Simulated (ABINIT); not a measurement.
A run of ABINIT 10.8.3 (patched build) is set up as follows.

run.py

```python
import json, os
import numpy as np
from ase.constraints import FixSymmetry
from ase.optimize import LBFGS
from ase.filters import FrechetCellFilter
from ase.units import GPa
from ase.calculators.mixing import SumCalculator
from dftd4.ase import DFTD4
from ase.calculators.abinit import Abinit, AbinitProfile
from ase import Atoms

atoms = Atoms(['Te', 'Nb'],
              cell=[[3.7029743866, 0.0, 0.0], [-1.8514871933, 3.2068698884, 0.0], [0.0, 0.0, 3.694211]],
              scaled_positions=[[0.6666666667, 0.3333333333, 0.0], [0.0, 0.0, 0.5]],
              pbc=True)

profile = AbinitProfile(command='abinit', pp_paths=[os.path.abspath('pseudos')])
params = dict(
    pps='pawxml', xc='PBE',
    chksymtnons=0,
    tolsym=1e-05,
    ecut=435.3822,
    pawecutdg=870.7644,
    pawxcdev=0,
    kptopt=1,
    ngkpt=[8, 8, 7],
    nshiftk=1,
    shiftk=[0.0, 0.0, 0.0],
    ixc=11,
    nband=14,
    occopt=3,
    tsmear=0.05,
    nstep=100,
    tolvrs=1e-09,
    prtwf=0,
    prtden=0,
    ecutsm=0.5,
)

atoms.calc = SumCalculator([Abinit(profile=profile, directory='run', **params), DFTD4(method='pbe')])
atoms.set_constraint(FixSymmetry(atoms, symprec=1e-4))
opt = LBFGS(FrechetCellFilter(atoms), trajectory='opt.traj')
converged = opt.run(fmax=0.05, steps=30)
print('converged', converged)
print('cell (A)', np.round(atoms.cell[:], 5).tolist())
energy = atoms.get_potential_energy()
forces = atoms.get_forces()
stress = atoms.get_stress()
print(f'energy {energy:.6f} eV')
print('forces (eV/A)')
print(np.round(forces, 5))
print('stress (GPa, Voigt, tension positive)', np.round(stress / GPa, 4))
json.dump(dict(energy=energy, forces=forces.tolist(), stress=stress.tolist(), cell=atoms.cell.tolist(), frac=atoms.get_scaled_positions(wrap=False).tolist()), open('results.json', 'w'))
```

Potentials or basis: JTH PAW PBE v2.0.

Launch:

```bash
$ python run.py
```

Task: Predict the dispersion energy per atom.

Result: -0.490 eV.

Task: Predict the space group after relaxing (to 0.05 Å).

Result: P-6m2 (No. 187).

Task: What does it give for the relaxed volume?

Result: 21.33 Å³/atom.

Task: Estimate the band gap on the k mesh.

Result: None (metal or under the smearing width).

The path:
```csv
step,energy change (eV),largest force (eV/Å),pressure (GPa),volume (Å³)
1,0.0000,0.0000,-3.12,43.87
2,-0.0065,0.0000,-2.05,43.47
3,-0.0120,0.0000,0.14,42.70
4,-0.0122,0.0000,0.11,42.70
5,-0.0132,0.0000,0.00,42.66
```

Caveat: the log and the count of SCF iterations are those of the last ABINIT call alone; pairwise dispersion overbinds metals, which lowers pressure and volume. Spin-orbit coupling is left out, which matters for the levels of Te.
